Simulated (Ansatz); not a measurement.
**CH7AlBN: one species, many methods**

An exercise on one series of results from a longer session: the logs are not shown, and one member is left open.

Computed with Ansatz 0.2.0, Gaussian basis. Level: functionals in def2-TZVPP, the program's frozen cores in correlated methods.

The runs, in order: LDA (SPW92), PBE-D4, revPBE-D4, BLYP-D4, r2SCAN-D4, B97M-V, PBE0-D4, B3LYP-D4, r2SCANh-D4, r2SCAN0-D4, HSE06-D4, BHLYP-D4, CAM-B3LYP-D4, LC-ωPBE, ωB97X-V, ωB97M-V, B2PLYP, PBE-QIDH; CCSD(T)/def2-SVP; CCSD(T)/def2-TZVPP; MP2/def2-QZVPP; extrapolation to the limit; RPA on PBE.

## Structure used throughout

The geometry comes from an earlier relaxation with PBE0-D4 in a triple-zeta def2 set; it is a stationary point, not always the lowest conformer.

SMILES `CN[BH][AlH2]`, 11 atoms, charge 0, spin multiplicity 1.

Atoms are counted from 1 here; the program's logs count them from 0.

Bond lengths: C1–N2 1.447 Å, C1–H5 1.094 Å, C1–H6 1.089 Å, C1–H7 1.094 Å, N2–B3 1.388 Å, N2–H8 1.010 Å, B3–Al4 2.134 Å, B3–H9 1.204 Å, Al4–H10 1.604 Å, Al4–H11 1.595 Å. Angles: N2–C1–H5 111.3°, N2–C1–H6 108.9°, N2–C1–H7 111.3°, H5–C1–H6 108.6°, H5–C1–H7 108.0°, H6–C1–H7 108.6°, C1–N2–B3 127.3°, C1–N2–H8 113.1°, B3–N2–H8 119.7°, N2–B3–Al4 118.1°, N2–B3–H9 115.7°, Al4–B3–H9 126.2°, B3–Al4–H10 118.6°, B3–Al4–H11 125.5°, H10–Al4–H11 116.0°.

Set-up of the first run:

in.yaml reads:

```yaml
crystal:
  periodic: [false, false, false]
  atoms:
    - {symbol: C, position_ang: [-0.824149, 1.734216, 0.293506]}
    - {symbol: N, position_ang: [-0.474886, 0.339275, 0.128076]}
    - {symbol: B, position_ang: [0.774531, -0.183853, -0.176326]}
    - {symbol: Al, position_ang: [0.960597, -2.302918, -0.351754]}
    - {symbol: H, position_ang: [-1.588398, 2.040964, -0.427108]}
    - {symbol: H, position_ang: [0.066277, 2.341575, 0.135999]}
    - {symbol: H, position_ang: [-1.208260, 1.931487, 1.299020]}
    - {symbol: H, position_ang: [-1.259365, -0.283159, 0.258731]}
    - {symbol: H, position_ang: [1.657783, 0.622310, -0.316970]}
    - {symbol: H, position_ang: [-0.343742, -3.208634, -0.124639]}
    - {symbol: H, position_ang: [2.305113, -3.088263, -0.697835]}
basis:
  gaussian: {orbitals: def2-TZVPP}
hamiltonian: {xc: lda}
output: {orbitals: {seedname: orbitals}}
```

Launch:

```
$ ansatz run in.yaml --threads 2 --pin off --events-out ev --progress --plain --max-ram 4352MiB
```

Among the steps run: LDA; PBE-D4 (GGA); revPBE-D4 (GGA); BLYP-D4 (GGA); r2SCAN-D4 (meta-GGA); B97M-V (meta-GGA); PBE0-D4 (hybrid); B3LYP-D4 (hybrid); r2SCANh-D4 (hybrid); r2SCAN0-D4 (hybrid); HSE06-D4 (hybrid); BHLYP-D4 (hybrid); CAM-B3LYP-D4 (range-separated); LC-ωPBE (range-separated); ωB97X-V (range-separated); ωB97M-V (range-separated); B2PLYP (double hybrid); PBE-QIDH (double hybrid).

One of the session's tables, all rows but one given; the rest of the session is left out.

It belongs to the step «Frontier levels by functional». 

```
  functional  HOMO (eV)  LUMO (eV)  gap (eV)
 LDA (SPW92)      -5.80      -2.82      2.98
      PBE-D4      -5.73      -2.61      3.12
   revPBE-D4      -5.70      -2.52      3.18
     BLYP-D4      -5.62      -2.47      3.15
   r2SCAN-D4          ?          ?         ?
      B97M-V      -6.05      -2.58      3.46
     PBE0-D4      -6.89      -1.84      5.06
    B3LYP-D4      -6.71      -2.03      4.69
  r2SCANh-D4      -6.39      -2.12      4.27
  r2SCAN0-D4      -7.04      -1.72      5.32
    HSE06-D4      -6.49      -2.21      4.29
    BHLYP-D4      -7.99      -1.03      6.96
CAM-B3LYP-D4      -8.24      -0.87      7.37
     LC-ωPBE      -9.58       0.20      9.78
     ωB97X-V      -9.24       0.09      9.33
     ωB97M-V      -9.01      -0.14      8.87
```

Estimate the missing values for r2SCAN-D4.

Worked estimate for «HOMO (eV)». Against the share of exact exchange, r2SCANh-D4 (0.1, -6.39), r2SCAN0-D4 (0.25, -7.04) give a slope of -4.33 per unit share; at 0 the line stands at -5.96.

As computed: HOMO (eV): -5.96; LUMO (eV): -2.40; gap (eV): 3.57. In «HOMO (eV)» the line misses by 0.00.
